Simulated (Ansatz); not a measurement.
**CHBrSe: basis-set convergence**

One table from this session's results is given with a row withheld; the runs are named, their logs left out.

The runs use Ansatz 0.2.0, Gaussian basis; one geometry, several basis sets.

Plan: PBE0-D4/def2-SVP; ωB97M-V/def2-SVP; PBE0-D4/def2-QZVPP; ωB97M-V/def2-QZVPP; the functionals' def2-TZVPP values are taken from earlier runs.

**The relaxed structure**

The geometry comes from an earlier relaxation with PBE0-D4 in a triple-zeta def2 set; it is a stationary point.

SMILES `[Se]=CBr`, 4 atoms, charge 0, spin multiplicity 1.

Atoms are counted from 1 here; the program's logs count them from 0.

Bond lengths: Se1–C2 1.736 Å, C2–Br3 1.876 Å, C2–H4 1.086 Å. Angles: Se1–C2–Br3 126.8°, Se1–C2–H4 123.3°, Br3–C2–H4 110.0°.

As a file:

```mol
CHBrSe
  3D, bonds by distance, orders not assigned

  4  3  0  0  0  0  0  0  0  0999 V2000
    0.8783   -0.7649    1.3029 Se  0  0
   -0.0556   -0.1454   -0.0229 C   0  0
    0.0182    1.5884   -0.7349 Br  0  0
   -0.7854   -0.7384   -0.5654 H   0  0
  1  2  8  0
  2  3  8  0
  2  4  8  0
M  END
```

Set-up of the first run:

in.yaml reads:

```yaml
crystal:
  periodic: [false, false, false]
  atoms:
    - {symbol: Se, position_ang: [0.878319, -0.764891, 1.302871]}
    - {symbol: C, position_ang: [-0.055596, -0.145447, -0.022906]}
    - {symbol: Br, position_ang: [0.018232, 1.588393, -0.734879]}
    - {symbol: H, position_ang: [-0.785355, -0.738354, -0.565385]}
basis:
  gaussian: {orbitals: def2-SVP}
hamiltonian: {xc: pbe0, dispersion: d4}
output: {orbitals: {seedname: orbitals}}
```

Launch:

```sh
ansatz run in.yaml --threads 2 --pin off --events-out ev --progress --plain --max-ram 4352MiB
```

Steps of the session up to this table: PBE0-D4 in def2-SVP; ωB97M-V in def2-SVP; PBE0-D4 in def2-QZVPP; ωB97M-V in def2-QZVPP.

One of the session's tables, all rows but one given; the rest of the session is left out.

It belongs to the step «Functionals by basis». 

```
functional       basis  HOMO (eV)  LUMO (eV)
   PBE0-D4    def2-SVP      -6.71      -2.88
   PBE0-D4  def2-TZVPP      -6.84      -2.99
   PBE0-D4  def2-QZVPP          ?          ?
   ωB97M-V    def2-SVP      -8.83      -0.74
   ωB97M-V  def2-TZVPP      -8.97      -0.92
   ωB97M-V  def2-QZVPP      -8.99      -0.95
```

**Question.** Estimate the row for PBE0-D4, def2-QZVPP.

The run gave: HOMO (eV): -6.86; LUMO (eV): -3.01. In the column «HOMO (eV)» it lies between ωB97M-V, def2-SVP (-8.83) and PBE0-D4, def2-TZVPP (-6.84).
